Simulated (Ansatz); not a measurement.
## BrClH2OSSi, SMILES O[Si](S)(Cl)Br: a single point from an input written key by key

Program: Ansatz 0.2.0, Python API.

Script `deck_brclh2ossi.py`:
```python
'''Run BrClH2OSSi from an input written out key by key.'''

import ansatz as az

deck = {
    'crystal': {
        'periodic': [False, False, False],
        'atoms': [
            {'symbol': 'O', 'position_ang': [-1.245, 0.4246, 1.0099]},
            {'symbol': 'Si', 'position_ang': [-0.069, 0.0979, -0.0417]},
            {'symbol': 'S', 'position_ang': [1.2853, -1.1902, 0.8989]},
            {'symbol': 'Cl', 'position_ang': [-0.8761, -0.8246, -1.6226]},
            {'symbol': 'Br', 'position_ang': [0.9149, 1.9443, -0.7202]},
            {'symbol': 'H', 'position_ang': [-2.0951, 0.8281, 0.5742]},
            {'symbol': 'H', 'position_ang': [2.1462, -1.3482, -0.1441]},
        ],
    },
    'basis': {'gaussian': {'orbitals': 'def2-SVP'}},
    'correlation': {'method': 'mp2'},
}
session = az.Session.from_dict(deck)
report = session.plan(threads=1).execute().report

print('reference energy %16.6f eV' % report['reference_energy_ev'])
print('total energy     %16.6f eV' % report['free_energy_ev'])
print('occupied orbitals outside the frozen core (up, down):', report['n_occupied'], ' frozen:', report['n_frozen'], ' virtual:', report['n_virtual'])
symbols = ['O', 'Si', 'S', 'Cl', 'Br', 'H', 'H']
print('correlation energy', round(report['free_energy_ev'] - report['reference_energy_ev'], 5), 'eV')
cluster = report['correlation'].get('coupled_cluster')
if cluster:
    print('cycles', cluster['cycles'], ' T1 diagnostic', round(cluster['t1_diagnostic'], 4), ' largest double', round(cluster['largest_double'], 4))
```

```console
$ python deck_brclh2ossi.py
reference energy   -103235.680040 eV
total energy       -103256.657547 eV
occupied orbitals outside the frozen core (up, down): [21, 21]  frozen: 25  virtual: [64, 64]
correlation energy -20.97751 eV
```

Reading the output:
- Total energies depend on the basis set; only differences at equal settings carry meaning.
- The geometry is a force-field or estimated start, not a minimum of this method, and the basis set is short of its limit.
- Finished in 2.8 s on 1 thread of Arm Neoverse V2, with other jobs on the host, peak memory 0.27 GiB.

(Lines on the test bed's own set-up are left out of the output.)
